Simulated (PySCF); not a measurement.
# InH: bond curves at several levels of theory

What are the lowest state that PBE0 finds, the bond length, vibrational wavenumber and bond energy of InH, and how much do these hang on the method?

Program: PySCF 2.14.0. Level of theory: In cc-pVTZ-PP with ECP28, H cc-pVTZ, scalar-relativistic core potentials. These are calculated values, not measurements.

## Step 1: Input

A driver script around PySCF takes these settings:

```
atoms                         : In, H
charge                        : 0
basis                         : In cc-pVTZ-PP with ECP28, H cc-pVTZ
Hamiltonian                   : scalar-relativistic core potentials
basis functions               : 53
electrons treated             : 22
masses in u                   : 114.9039, 1.0078
levels                        : PBE0, PBE, r²SCAN, BP86, MN15, TPSS, CAM-B3LYP, HF, MP2, SCS-MP2, CCSD, CCSD(T)
grid                          : 80 radial by 434 angular points
occupations                   : held fixed by the projection of orbital angular momentum
dissociation limit            : In + H, each in its ground configuration
starting distance in angstrom : 1.710
values of 2S to try           : 0, 2
```

Run with:

```console
$ OMP_NUM_THREADS=1 python dia.py task.json out
```

The runs that follow: First curve: PBE0; Other states along the same grid; PBE; r²SCAN (meta-GGA); BP86; MN15; TPSS (meta-GGA); CAM-B3LYP (range-separated hybrid); RHF; Correlated methods on the Hartree–Fock reference.

Q: Predict the outcome of this session. Wanted: for each run, Re; ωe; De; μ.

The runs gave:

Lowest PBE0 solution found, without spin–orbit coupling: ¹Σ⁺ (singlet), closed shell. State 2 has its PBE0 minimum 1.98 eV higher. The other levels ran on the lowest alone.

```csv
level,Re (Å),ωe (cm⁻¹),De (eV),μ (D)
RHF,1.849,1523,1.82,-0.50
RHF-MP2,1.833,1536,2.57,n/a
RHF-SCS-MP2,1.839,1519,2.68,n/a
RHF-CCSD,1.845,1494,2.72,n/a
RHF-CCSD(T),1.846,1487,2.74,n/a
PBE,1.877,1390,2.64,-0.91
BP86,1.876,1391,2.79,-0.94
TPSS,1.864,1434,2.83,-0.87
r²SCAN,1.853,1457,2.66,-0.76
PBE0,1.856,1458,2.61,-0.76
MN15,1.846,1482,2.71,-0.84
CAM-B3LYP,1.846,1485,2.74,-0.77
```

De is counted to In + H in their ground configurations. A positive dipole means In(−)H(+).

Differences from CCSD(T) in the same basis:

```csv
level,Re (mÅ),ωe (%)
RHF,+4,+2.4
RHF-MP2,-13,+3.3
RHF-SCS-MP2,-6,+2.2
RHF-CCSD,-1,+0.5
PBE,+31,-6.5
BP86,+30,-6.4
TPSS,+19,-3.6
r²SCAN,+7,-2.0
PBE0,+10,-2.0
MN15,0,-0.4
CAM-B3LYP,0,-0.2
```

What this shows: Against CCSD(T) in the same basis, the bond length is nearest at MN15 and CAM-B3LYP (0 mÅ) and farthest at PBE (+31 mÅ); the wavenumber is nearest at CAM-B3LYP (-0.2 %) and farthest at PBE (-6.5 %). Among the levels with a De in the table, it runs from 1.82 eV (RHF) to 2.83 eV (TPSS).

Correlated steps freeze 4 core orbitals. These are scalar-relativistic numbers at best; spin–orbit coupling would shift them, the dissociation energy most.
